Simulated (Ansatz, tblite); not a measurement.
# The cluster Ga2S3: rung by rung

Aim: run the singlet of the cluster Ga2S3 at one geometry on many levels, and compare frontier levels, spin and run time.

The runs use Ansatz 0.2.0, Gaussian basis; as each input shows.

Levels to be run: GFN1-xTB, GFN2-xTB, PBE-D4/def2-TZVP, r2SCAN-D4/def2-TZVP, BHLYP-D4/def2-TZVP, ωB97X-V/def2-TZVP, PBE+10HF/def2-SVP, PBE+15HF/def2-SVP, PBE+40HF/def2-SVP, PBE-D4/def2-SVP, PBE0-D4/def2-SVP, HF/6-31G, B3LYP-D4/6-31G, PBE0-D4/def2-TZVPD, PBE-D4/def2-TZVPD, r2SCAN-D4/def2-TZVPD, CCSD(T)/def2-TZVP, RPA/def2-TZVP.

2 further runs of the same task are left out: 2 set aside as unsound or not needed.

## 1. The geometry

The singlet was relaxed beforehand with B3LYP-D4/def2-SVP. At that level it is the lowest of the isomers that a small search found.

5 atoms, charge 0, spin multiplicity 1.

Bond lengths: Ga1–S4 2.205 Å, Ga1–S5 2.025 Å, Ga2–S3 2.025 Å, Ga2–S4 2.206 Å. Angles: S4–Ga1–S5 178.2°, S3–Ga2–S4 178.2°, Ga1–S4–Ga2 97.3°.

Geometry (Å):

```
Ga    0.1786   -1.6598   -0.0540
Ga    0.2697    1.6469    0.0712
S    -0.9758    3.2434    0.0811
S     1.6801   -0.0487    0.0641
S    -1.1525   -3.1818   -0.1623
```

PBE0-D4/def2-TZVP was run before; its log isn't repeated, and its numbers join the tables.

## 2. GFN1-xTB

Tight binding, by tblite at 300 K electronic temperature and without a spin-polarisation term:

```python
tblite.interface.Calculator('GFN1-xTB', numbers, positions, charge=0, uhf=0).singlepoint()
```

Energy -377.1985 eV, HOMO -10.90 eV, LUMO -6.62 eV; 0.01 s.

## 3. GFN2-xTB

Tight binding, by tblite at 300 K electronic temperature and without a spin-polarisation term:

```python
tblite.interface.Calculator('GFN2-xTB', numbers, positions, charge=0, uhf=0).singlepoint()
```

Energy -332.6859 eV, HOMO -11.11 eV, LUMO -9.22 eV; 0.012 s.

## 4. PBE-D4/def2-TZVP

start.molden holds the orbitals of an earlier run on this state, given as this run's starting guess.

in.yaml reads:

```yaml
crystal:
  periodic: [false, false, false]
  atoms:
    - {symbol: Ga, position_ang: [0.178597, -1.659822, -0.054045]}
    - {symbol: Ga, position_ang: [0.269709, 1.646932, 0.071177]}
    - {symbol: S, position_ang: [-0.975834, 3.243388, 0.081057]}
    - {symbol: S, position_ang: [1.680077, -0.048686, 0.064107]}
    - {symbol: S, position_ang: [-1.152549, -3.181811, -0.162286]}
basis:
  gaussian: {orbitals: def2-TZVP, initial_orbitals: start.molden}
hamiltonian: {xc: pbe, dispersion: d4}
scf: {omitted_lower_state_checks: [starts]}
output: {orbitals: {seedname: orbitals}}
```

Run with:

```sh
> ansatz run in.yaml --threads 4 --pin off --events-out ev --progress --plain --max-ram 8704MiB
```

After this run come: r2SCAN-D4/def2-TZVP; BHLYP-D4/def2-TZVP; ωB97X-V/def2-TZVP; PBE+10HF/def2-SVP; PBE+15HF/def2-SVP; PBE+40HF/def2-SVP; PBE-D4/def2-SVP; PBE0-D4/def2-SVP; HF/6-31G; B3LYP-D4/6-31G; PBE0-D4/def2-TZVPD; PBE-D4/def2-TZVPD; r2SCAN-D4/def2-TZVPD; CCSD(T)/def2-TZVP; RPA/def2-TZVP.

Q: Predict the results of all the runs planned. Wanted: gap in def2-TZVP, named functionals, smallest and largest; gap over the share of exact exchange; correlation energy, CCSD(T)/def2-TZVP; binding an atom, CCSD(T)/def2-TZVP; PBE0 total energy, smallest basis above largest.

**Answer**, as computed:

```
                                                 quantity                                value
gap in def2-TZVP, named functionals, smallest and largest  2.69 eV (PBE-D4), 8.70 eV (ωB97X-V)
                     gap over the share of exact exchange         2.65 eV at 0, 5.63 eV at 0.4
                    correlation energy, CCSD(T)/def2-TZVP                            -27.14 eV
                       binding an atom, CCSD(T)/def2-TZVP                             2.661 eV
          PBE0 total energy, smallest basis above largest      24.61 eV (def2-SVP, def2-TZVPD)
```

In words: Orbital gaps of the named functionals in def2-TZVP span 2.69 eV (PBE-D4) to 8.70 eV (ωB97X-V); exact exchange widens it. Raising the share of exact exchange from 0 to 0.4 moves the HOMO by -1.79 eV and the LUMO by +1.18 eV. A small miss in a minimal or small basis is a cancelling of errors, not accuracy. The functionals in def2-TZVP miss CCSD(T)/def2-TZVP by -0.139 (BHLYP-D4) to +0.224 eV (PBE-D4) an atom. The reference is CCSD(T) in one finite basis, so it carries an error of its own, often a tenth of an eV or more, and near misses can't be ranked.
